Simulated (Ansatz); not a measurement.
Crystal: Hf2Pd2Se2Br2O3.

```
CELL_PARAMETERS angstrom
5.75899 0.00000 0.00000
-2.87949 4.98743 0.00000
0.00000 0.00000 8.52547
ATOMIC_POSITIONS crystal
Hf 0.33333 0.66667 0.54201
Hf 0.66667 0.33333 0.54201
Pd 0.33333 0.66667 0.12880
Pd 0.66667 0.33333 0.12880
Se 0.33333 0.66667 0.85572
Se 0.66667 0.33333 0.85572
Br 0.00000 0.00000 0.13895
Br 0.00000 0.00000 0.65384
O 0.50000 0.00000 0.42963
O 0.00000 0.50000 0.42963
O 0.50000 0.50000 0.42963
```

The cell was built by a generator and needn't be a form met in nature.

```yaml
Program: Ansatz 0.2.0
Task: relaxation of cell and atoms
Functional: r2SCAN
Potentials_or_basis: Ansatz PAW
Cutoff: "500 eV (not typed: the program's choice for these potentials)"
k_mesh: 4 × 4 × 3
Occupations: fermi-dirac, width 0.05 eV
Spin: no spin polarisation
```

At the start: volume 22.26 Å³/atom.

Problem. How do energy, volume and symmetry change on relaxing?

Solution. It ends after 7 steps and the volume is 21.15 Å³/atom (-5.0 %); space group P6mm (No. 183, to 0.05 Å).

Step by step:
| step | energy change (eV) | largest force (eV/Å) | volume (Å³) |
| --- | --- | --- | --- |
| 1 | 0.0000 | 0.5300 | 244.87 |
| 2 | -0.0862 | 0.3438 | 232.00 |
| 3 | -0.0906 | 0.0659 | 233.69 |
| 4 | -0.0927 | 0.0499 | 233.08 |
| 5 | -0.0930 | 0.0216 | 232.73 |
| 6 | -0.0931 | 0.0013 | 232.69 |
| 7 | -0.0884 | 0.0026 | 232.69 |

Final structure:
```
Hf Pd Se Br O
1.0
     5.70776    0.00000    0.00000
    -2.85388    4.94306    0.00000
     0.00000    0.00000    8.24731
Hf Pd Se Br O
2 2 2 2 3
Direct
  0.33333 0.66667 0.53923
  0.66667 0.33333 0.53923
  0.33333 0.66667 0.13957
  0.66667 0.33333 0.13957
  0.33333 0.66667 0.86030
  0.66667 0.33333 0.86030
  0.00000 0.00000 0.14255
  0.00000 0.00000 0.64731
  0.50000 0.00000 0.42222
  0.00000 0.50000 0.42222
  0.50000 0.50000 0.42222
```

Caveat: the plane-wave basis is chosen anew once the cell has moved, so the energies of steps on either side of that aren't comparable; the PAW data sets come from PBE, with cores solved anew for the run's functional, which leaves a small shift of forces and pressure.
